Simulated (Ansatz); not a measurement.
Task: energies of removing a hydrogen of C3H7BO, SMILES CCC1BO1, with Ansatz 0.2.0, Python API. Give the script and its output. Settings (for the species named): B3LYP, def2-SVP basis, multiplicity 1.

```xyz
12

C    -0.6067    0.6161    1.2368
C     0.2372    0.7633   -0.0046
C     0.6545   -0.6214   -0.4764
B    -0.1065   -1.2967   -1.5877
O     1.1412   -0.6195   -1.7716
H    -0.9532    1.6937    1.5555
H    -0.0865    0.1620    2.0594
H    -1.5336    0.0993    0.9767
H    -0.3005    1.3263   -0.7661
H     1.1449    1.3616    0.2809
H     1.2984   -1.2627    0.2193
H    -0.8122   -2.2772   -1.6881
```

`bde_c3h7bo.py`
```python
# -*- coding: utf-8 -*-
"""Cost of removing each kind of hydrogen from C3H7BO, fragments frozen."""

from dataclasses import dataclass
import logging
import sys

import ansatz as az

logging.basicConfig(stream=sys.stdout, format="%(name)s: %(message)s")
logger = logging.getLogger("run")
logger.setLevel(logging.INFO)


@dataclass
class RunConfig:
    basis: str = "def2-SVP"
    functional: str = "B3LYP"


settings = RunConfig()


def total_energy(molecule, charge=0, unpaired=0):
    calc = (
        molecule.calculation()
        .basis(gaussian=settings.basis)
        .functional(settings.functional)
    )
    if charge:
        calc = calc.charge(charge)
    if unpaired:
        calc = calc.spin("collinear", total=unpaired)
    report = calc.run(threads=1, backend="cpu").report
    if report["published_state_doubts"]:
        print("  doubts:", report["published_state_doubts"])
    return report["free_energy_ev"]

GEOMETRY = """
C    -0.60670    0.61610    1.23680
C     0.23720    0.76330   -0.00460
C     0.65450   -0.62140   -0.47640
B    -0.10650   -1.29670   -1.58770
O     1.14120   -0.61950   -1.77160
H    -0.95320    1.69370    1.55550
H    -0.08650    0.16200    2.05940
H    -1.53360    0.09930    0.97670
H    -0.30050    1.32630   -0.76610
H     1.14490    1.36160    0.28090
H     1.29840   -1.26270    0.21930
H    -0.81220   -2.27720   -1.68810
"""

def without(molecule, index):
    rest = az.Crystal.molecule()
    for i, site in enumerate(molecule.cartesian_sites):
        if i != index:
            rest = rest.atom(site.symbol, site.position_ang)
    return rest


def main():
    molecule = az.Crystal.molecule()
    for line in GEOMETRY.strip().splitlines():
        symbol, *xyz = line.split()
        molecule = molecule.atom(symbol, [float(v) for v in xyz])

    whole = total_energy(molecule, 0)
    hydrogen = total_energy(az.Crystal.molecule().atom("H", (0, 0, 0)), 0, 1)
    logger.info(f"E(molecule) = {whole:.5f} eV, E(H) = {hydrogen:.5f} eV")
    for index in [7, 9, 10]:
        radical = total_energy(without(molecule, index), 0, 1)
        logger.info(f"H{index}: homolysis {(radical + hydrogen - whole):.3f} eV")
        anion = total_energy(without(molecule, index), -1)
        logger.info(f"H{index}: loss of a proton {(anion - whole):.3f} eV")


if __name__ == "__main__":
    main()
```

```console
$ python bde_c3h7bo.py
run: E(molecule) = -5942.89822 eV, E(H) = -13.63995 eV
run: H7: homolysis 4.873 eV
run: H7: loss of a proton 18.889 eV
run: H9: homolysis 4.582 eV
run: H9: loss of a proton 18.355 eV
run: H10: homolysis 4.532 eV
run: H10: loss of a proton 18.391 eV
```

Notes:
- These settings explore the input space; basis and method may be short of convergence.
- The geometry is a force-field or estimated start, not a minimum of this method, and the basis set is short of its limit. All parts are taken at fixed geometry, without zero-point energy.
- b3lyp holds the VWN-RPA fit, as in Gaussian; the form of ORCA and Turbomole is b3lyp5.
- Anions want diffuse functions, which this basis lacks.
- Run time: 54 s on 1 thread of Arm Neoverse N1 (shared host), peak memory 0.3 GiB.
